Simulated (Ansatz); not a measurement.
**Sc2Ge3Pd, relaxed**

Wanted: the geometry at rest of Sc2Ge3Pd (a borrowed structure type, volume estimated), relaxing the atoms in a fixed cell, and its electronic structure there.

Computed, not measured: Ansatz 0.2.0, DFT, r2SCAN, with U_eff = 0.53 eV on Pd d, no spin polarisation, plane waves, PAW.

## (1) The cell

The structure is orthorhombic, space group Fmmm (No. 69). Conventional cell: a = 7.898 Å, b = 8.290 Å, c = 13.679 Å, α = 90.00°, β = 90.00°, γ = 90.00°. Around Sc (site symmetry m2m) lie 10 Ge at 3.05 to 3.09 Å and 2 Pd at 3.09 Å. Sc (site symmetry 222) is surrounded by 4 Pd at 3.08 Å and 8 Ge at 3.09 Å. Pd (site symmetry mm2) has 3 Ge at 2.30 to 2.31 Å as nearest neighbours. Ge (site symmetry mm2) has 2 Ge at 2.26 Å and 1 Pd at 2.31 Å as nearest neighbours. Ge (site symmetry m) has 2 Ge at 2.25 to 2.26 Å and 1 Pd at 2.30 Å as nearest neighbours.

The coordinates stand in the input below.

It starts from an earlier solution of the starting cell (checkpoint.read).

## (2) Relaxing

input.yaml

```yaml
crystal:
  lattice:
    - [-3.949144, 6.839749, 0.0]
    - [3.949144, 0.0, 4.144828]
    - [3.949144, 6.839749, 0.0]
  atoms:
    - { symbol: Sc, position: [0.24852, 0.49704, 0.75148] }
    - { symbol: Sc, position: [0.75148, 0.50296, 0.24852] }
    - { symbol: Sc, position: [0.25, 0.5, 0.25] }
    - { symbol: Sc, position: [0.75, 0.5, 0.75] }
    - { symbol: Pd, position: [0.66662, 0.0, 0.66662] }
    - { symbol: Pd, position: [0.33338, 0.0, 0.33338] }
    - { symbol: Ge, position: [0.1647, 0.0, 0.1647] }
    - { symbol: Ge, position: [0.8353, 0.0, 0.8353] }
    - { symbol: Ge, position: [0.83414, 0.0, 0.33054] }
    - { symbol: Ge, position: [0.16586, 0.0, 0.66946] }
    - { symbol: Ge, position: [0.66946, 0.0, 0.16586] }
    - { symbol: Ge, position: [0.33054, 0.0, 0.83414] }
  symmetry: { tolerance: 0.0003 }
kpoints:
  mp_grid: { grid: [4, 4, 4], shift: [0, 0, 0] }
magnetization:
  spin_polarized: false
scf:
  occupations: { method: fermi_dirac, width: 0.0126 }
  lower_state_search: "off"
hamiltonian:
  pseudopotentials: { kind: paw }
  xc: r2scan
  hubbard:
    projectors: all-electron-ortho-atomic
    sites: [{ species: Pd, l: d, u_eff: 0.53 }]
basis:
  ecutwfc: 500
  fft_grid_basis: typed
relax:
  max_steps: 60
output:
  forces: true
  stress: true
  eigenvalues: true
  populations: true
  elf: true
  write_potential: true
  volumetric_format: npy
  dos:
    e_range: [-12, 8]
    de: 0.05
    projected: { site_lists: { Ge: [Ge], Pd: [Pd], Sc: [Sc] } }
  bader: false
checkpoint:
  read: saved_state
```

Launch:

```sh
> ansatz run input.yaml --threads 2 --pin off --max-ram 3584MiB --backend cpu --events-out ev --progress --plain --runs-dir out
```

Output:

```text
Warning: output.stress: scf.convergence.dr2_threshold = 1e-7 eV (the SCF's general default) is looser than the 1.2e-9 eV advised for a printed stress (1e-10 eV for each atom of the cell: 12). What an SCF threshold leaves in a stress goes as its square root, and in the free energy as the threshold itself, and one threshold admits the most on a small cell: of the crystals measured, under no hybrid functional and no lock of the moments, on runs that ended without the residual-converged pass, on stresses that held no estimate of that error, the worst erred by over 100 MPa in a component at 1e-7 eV an atom and by under 5 at 1e-10. Every solve of this run answers to scf.convergence.dr2_threshold, and the tensor of one is reported: a single SCF on the reported geometry and on this run's grids (its basis.xc_grid and basis.ecutrho_ratio typed), with scf.convergence.dr2_threshold at 1.2e-9 eV or tighter, prints it and tightens no other solve. Else set scf.convergence.dr2_threshold to 1.2e-9 eV or tighter. The threshold is an SCF's pass mark: one that does not reach it within its budget of iterations ends unconverged, or closes short of it on a stop that the run arms, and scf.convergence.dr2_threshold's page says what that costs each kind of run
Warning: RAYON_NUM_THREADS=2 ignored (pool sized by the plan → 2); use --threads N
Sc: projections on atomic orbitals take those of the free atom [Ne] 3s2 3p6 3d1 4s2, of charge +0.00 (hamiltonian.pseudopotentials.projection_atoms); the dataset's partial waves leave at most 3.7e-7 of an orbital's norm unspanned inside its sphere
Pd: projections on atomic orbitals take those of the free atom [Ar 3d10] 4s2 4p6 4d10, of charge +0.00 (hamiltonian.pseudopotentials.projection_atoms); the dataset's partial waves leave at most 1.0e-5 of an orbital's norm unspanned inside its sphere
Ge: projections on atomic orbitals take those of the free atom [Ar] 3d10 4s2 4p2, of charge +0.00 (hamiltonian.pseudopotentials.projection_atoms); the dataset's partial waves leave at most 1.2e-6 of an orbital's norm unspanned inside its sphere
Engine: ansatz 0.2.0, x86_64-unknown-linux-gnu
Pseudopotentials: kind: paw
Pseudopotential: Sc, paw, valence charge 11, recommended cutoff 500 eV (meta_gga), Sc.paw.azcp
Pseudopotential: Pd, paw, valence charge 18, recommended cutoff 500 eV (meta_gga), Pd.paw.azcp
Pseudopotential: Ge, paw, valence charge 14, recommended cutoff 500 eV (meta_gga), Ge.paw.azcp
Functional definition: r2SCAN
  parameter k0 = 0.174
  parameter k1 = 0.065
  parameter a1 = 4.9479
  exchange = r2scan_x(k0 = k0, k1 = k1, a1 = a1)
  correlation = r2scan_c
Crystal: 12 atoms, lattice volume = 223.913 Å³
Basis set: ecut = 500 eV, 5697 PW (Γ), exchange–correlation on 240×180×240 points (64 copies of the dense FFT grid, shifted against one another)
Bands: 99, of which v1, the nominal top of the filled ones, is band 82 counted from 1 (81 counted from 0)
Symmetry: 8 space group operations
Space group: Fmmm (ITA 69), of the structure as read, at distance tolerance 1.8e-3 Å
k-points: 18 of 64
Non-local potential: Sc, projectors of the file, l = 0: 3, l = 1: 2, l = 2: 3, l = 3: 1
Non-local potential: Pd, projectors of the file, l = 0: 2, l = 1: 2, l = 2: 2, l = 3: 1
Non-local potential: Ge, projectors of the file, l = 0: 2, l = 1: 2, l = 2: 3, l = 3: 1
PAW form: soft (Blöchl's): semilocal exchange-correlation on the pseudo side does not see the compensation charge
PAW frozen core: Sc, regenerated for the run's functional (the file was generated under x = pbe(κ = 0.804, μ = 0.2195149727645171), c = pbe(β = 0.06672455060314922))
PAW frozen core: Pd, regenerated for the run's functional (the file was generated under x = pbe(κ = 0.804, μ = 0.2195149727645171), c = pbe(β = 0.06672455060314922))
PAW frozen core: Ge, regenerated for the run's functional (the file was generated under x = pbe(κ = 0.804, μ = 0.2195149727645171), c = pbe(β = 0.06672455060314922))
PAW one-centre angular grid: Sc, 590 points (default); XC on 160 Gauss nodes
PAW one-centre angular grid: Pd, 590 points (default); XC on 160 Gauss nodes
PAW one-centre angular grid: Ge, 590 points (default); XC on 160 Gauss nodes
Initial density: read from a saved state, or passed on in memory by an earlier SCF of this step, an earlier step, the calling program or the single point that the run made first
Initial wavefunctions: pseudopotential atomic-orbital guess
Functional: x = r2scan, c = r2scan; τ floored in thin density (d = 2e-4 eV/Å³)
iter 1 solved again at ethr=9.22e-6 eV; its pass at ethr=3.10e-3 eV (dr2=1.51e-2 eV) is discarded
SCF iter   1: F=-48357.619733 eV  HF=-48357.545415 eV  |F-HF|=7.43e-2  |Δ(HF+E_count)|=         —  Δρ=3.91e-3  dr2=1.49e-2  dr2_τ=7.14e-2  ethr=9.22e-6  ⟨swp⟩=2.8  Hψ=8950  notcnv=0
preconditioner: auto → Resta (q_TF=auto, 2.590 Å⁻¹)  ε∞=3.4  [insulator: Δε(μ)=0.118 eV  Ē_g=17.262 eV  σ=0.013 eV  W_gap=0.73  n_scr=76 (ndim 8)  ℏωp=26.7 eV  f_vac=0.000  D(μ)=5.55/eV (n_scr^D=32)  ε∞_Penn≈3.4]
SCF iter   2: F=-48357.634389 eV  HF=-48357.631314 eV  |F-HF|=3.08e-3  |Δ(HF+E_count)|=   8.59e-2  Δρ=2.31e-3  dr2=7.43e-3  dr2_τ=4.98e-4  ethr=9.09e-6  ⟨swp⟩=3.0  Hψ=3926  notcnv=0
SCF iter   3: F=-48357.634468 eV  HF=-48357.636512 eV  |F-HF|=2.04e-3  |Δ(HF+E_count)|=   5.20e-3  Δρ=1.21e-3  dr2=4.83e-3  dr2_τ=2.24e-4  ethr=4.53e-6  ⟨swp⟩=2.4  Hψ=3094  notcnv=0
SCF iter   4: F=-48357.637584 eV  HF=-48357.637704 eV  |F-HF|=1.20e-4  |Δ(HF+E_count)|=   1.19e-3  Δρ=3.16e-4  dr2=3.80e-4  dr2_τ=2.03e-5  ethr=2.95e-6  ⟨swp⟩=2.1  Hψ=2595  notcnv=0
SCF iter   5: F=-48357.637802 eV  HF=-48357.637775 eV  |F-HF|=2.74e-5  |Δ(HF+E_count)|=   7.05e-5  Δρ=1.52e-4  dr2=5.88e-5  dr2_τ=3.43e-6  ethr=2.32e-7  ⟨swp⟩=2.1  Hψ=2327  notcnv=0
SCF iter   6: F=-48357.637562 eV  HF=-48357.637579 eV  |F-HF|=1.63e-5  |Δ(HF+E_count)|=   1.96e-4  Δρ=1.25e-4  dr2=4.07e-5  dr2_τ=2.68e-6  ethr=3.59e-8  ⟨swp⟩=2.0  Hψ=3078  notcnv=0
SCF iter   7: F=-48357.637586 eV  HF=-48357.637585 eV  |F-HF|=3.90e-7  |Δ(HF+E_count)|=   6.77e-6  Δρ=4.85e-5  dr2=5.83e-6  dr2_τ=4.42e-7  ethr=2.48e-8  ⟨swp⟩=2.0  Hψ=2202  notcnv=0
SCF iter   8: F=-48357.637589 eV  HF=-48357.637589 eV  |F-HF|=5.10e-7  |Δ(HF+E_count)|=   3.53e-6  Δρ=1.31e-5  dr2=3.08e-7  dr2_τ=1.59e-8  ethr=3.56e-9  ⟨swp⟩=2.0  Hψ=2286  notcnv=0
SCF iter   9: F=-48357.637590 eV  HF=-48357.637589 eV  |F-HF|=2.94e-8  |Δ(HF+E_count)|=   6.43e-7  Δρ=3.51e-6  dr2=2.75e-8  dr2_τ=9.64e-10  ethr=6.10e-11  ⟨swp⟩=8.0  Hψ=9957  notcnv=0
SCF 1 converged in 9 iterations: F = -48357.637590 eV  dr2 = 2.75e-8
relax step   1: F+E_penalty+E_count = -48357.63758951 eV  Δ(F+E_penalty+E_count) = +0.000e0 eV  max|allowed force component| = 8.553e-1 eV/Å  Δτ_max = 0.0000 Å  (9 SCF iters, accepted)
Initial density: handed on by an earlier stage of this run
Initial wavefunctions: those handed on with the density
iter 1 solved again at ethr=5.90e-6 eV; its pass at ethr=3.10e-3 eV (dr2=9.68e-3 eV) is discarded
SCF iter   1: F=-48357.710028 eV  HF=-48357.666257 eV  |F-HF|=4.38e-2  |Δ(HF+E_count)|=         —  Δρ=2.64e-3  dr2=9.17e-3  dr2_τ=7.57e-2  ethr=5.90e-6  ⟨swp⟩=2.2  Hψ=5090  notcnv=0  defer=188
preconditioner: auto → Resta (q_TF=auto, 2.590 Å⁻¹)  ε∞=3.4  [insulator: Δε(μ)=0.126 eV  Ē_g=17.269 eV  σ=0.013 eV  W_gap=0.72  n_scr=76 (ndim 8)  ℏωp=26.7 eV  f_vac=0.000  D(μ)=5.55/eV (n_scr^D=32)  ε∞_Penn≈3.4]
SCF iter   2: F=-48357.714438 eV  HF=-48357.716587 eV  |F-HF|=2.15e-3  |Δ(HF+E_count)|=   5.03e-2  Δρ=1.61e-3  dr2=4.04e-3  dr2_τ=2.11e-4  ethr=5.59e-6  ⟨swp⟩=3.0  Hψ=3131  notcnv=0  defer=188
SCF iter   3: F=-48357.716099 eV  HF=-48357.716615 eV  |F-HF|=5.16e-4  |Δ(HF+E_count)|=   2.74e-5  Δρ=9.59e-4  dr2=1.32e-3  dr2_τ=5.22e-5  ethr=2.47e-6  ⟨swp⟩=2.1  Hψ=2187  notcnv=0  defer=188
SCF iter   4: F=-48357.716642 eV  HF=-48357.716782 eV  |F-HF|=1.40e-4  |Δ(HF+E_count)|=   1.67e-4  Δρ=3.72e-4  dr2=2.61e-4  dr2_τ=1.88e-5  ethr=8.04e-7  ⟨swp⟩=2.1  Hψ=2068  notcnv=0  defer=188
SCF iter   5: F=-48357.716786 eV  HF=-48357.716792 eV  |F-HF|=6.59e-6  |Δ(HF+E_count)|=   1.05e-5  Δρ=8.76e-5  dr2=2.63e-5  dr2_τ=2.08e-6  ethr=2.79e-8  ⟨swp⟩=13.2  Hψ=13813  notcnv=0
SCF 2 converged in 5 iterations: F = -48357.716786 eV  dr2 = 2.63e-5
relax step   2: F+E_penalty+E_count = -48357.71678578 eV  Δ(F+E_penalty+E_count) = -7.920e-2 eV  max|allowed force component| = 1.977e-2 eV/Å  Δτ_max = 0.0297 Å  (5 SCF iters, dr2 threshold 4.57e-5 eV, accepted)
iter 1 solved again at ethr=1.60e-8 eV; its pass at ethr=3.10e-3 eV (dr2=2.63e-5 eV) is discarded
SCF iter   1: F=-48357.716786 eV  HF=-48357.716792 eV  |F-HF|=6.60e-6  |Δ(HF+E_count)|=         —  Δρ=8.76e-5  dr2=2.63e-5  dr2_τ=2.08e-6  ethr=1.60e-8  ⟨swp⟩=1.0  Hψ=4320  notcnv=0
preconditioner: auto → Resta (q_TF=auto, 2.590 Å⁻¹)  ε∞=3.4  [insulator: Δε(μ)=0.123 eV  Ē_g=17.281 eV  σ=0.013 eV  W_gap=0.71  n_scr=76 (ndim 8)  ℏωp=26.7 eV  f_vac=0.000  D(μ)=5.48/eV (n_scr^D=32)  ε∞_Penn≈3.4]
SCF iter   2: F=-48357.716794 eV  HF=-48357.716796 eV  |F-HF|=1.60e-6  |Δ(HF+E_count)|=   3.19e-6  Δρ=6.11e-5  dr2=9.99e-6  dr2_τ=5.94e-7  ethr=1.60e-8  ⟨swp⟩=2.0  Hψ=2010  notcnv=0
SCF iter   3: F=-48357.716794 eV  HF=-48357.716798 eV  |F-HF|=3.32e-6  |Δ(HF+E_count)|=   2.08e-6  Δρ=4.02e-5  dr2=7.15e-6  dr2_τ=2.72e-7  ethr=6.09e-9  ⟨swp⟩=2.0  Hψ=2011  notcnv=0
SCF iter   4: F=-48357.716798 eV  HF=-48357.716799 eV  |F-HF|=2.60e-7  |Δ(HF+E_count)|=   1.05e-6  Δρ=1.27e-5  dr2=6.74e-7  dr2_τ=4.01e-8  ethr=4.36e-9  ⟨swp⟩=2.0  Hψ=2013  notcnv=0
SCF iter   5: F=-48357.716799 eV  HF=-48357.716799 eV  |F-HF|=1.41e-8  |Δ(HF+E_count)|=   1.01e-7  Δρ=5.94e-6  dr2=1.24e-7  dr2_τ=7.85e-9  ethr=4.11e-10  ⟨swp⟩=2.0  Hψ=2002  notcnv=0
SCF iter   6: F=-48357.716799 eV  HF=-48357.716799 eV  |F-HF|=8.55e-9  |Δ(HF+E_count)|=   4.49e-8  Δρ=2.27e-6  dr2=1.19e-8  dr2_τ=5.06e-10  ethr=6.10e-11  ⟨swp⟩=9.0  Hψ=9735  notcnv=0
SCF 3 converged in 6 iterations: F = -48357.716799 eV  dr2 = 1.19e-8
relax step   3: F+E_penalty+E_count = -48357.71679885 eV  Δ(F+E_penalty+E_count) = -1.307e-5 eV  max|allowed force component| = 2.094e-2 eV/Å  Δτ_max = 0.0000 Å  (6 SCF iters, accepted)
SCF iter   1: F=-48357.716963 eV  HF=-48357.715201 eV  |F-HF|=1.76e-3  |Δ(HF+E_count)|=         —  Δρ=2.68e-4  dr2=3.78e-4  dr2_τ=4.08e-3  ethr=7.32e-7  ⟨swp⟩=2.2  Hψ=3719  notcnv=0  defer=186
preconditioner: auto → Resta (q_TF=auto, 2.590 Å⁻¹)  ε∞=3.4  [insulator: Δε(μ)=0.119 eV  Ē_g=17.282 eV  σ=0.013 eV  W_gap=0.68  n_scr=76 (ndim 8)  ℏωp=26.7 eV  f_vac=0.000  D(μ)=5.34/eV (n_scr^D=32)  ε∞_Penn≈3.4]
SCF iter   2: F=-48357.717171 eV  HF=-48357.717233 eV  |F-HF|=6.20e-5  |Δ(HF+E_count)|=   2.03e-3  Δρ=1.58e-4  dr2=8.81e-5  dr2_τ=4.37e-6  ethr=2.30e-7  ⟨swp⟩=2.0  Hψ=3539  notcnv=0  defer=184
SCF iter   3: F=-48357.716942 eV  HF=-48357.716987 eV  |F-HF|=4.46e-5  |Δ(HF+E_count)|=   2.46e-4  Δρ=9.88e-5  dr2=5.35e-5  dr2_τ=1.91e-6  ethr=5.37e-8  ⟨swp⟩=2.0  Hψ=2756  notcnv=0  defer=184
```

(Part 1 of 2 ends here.)
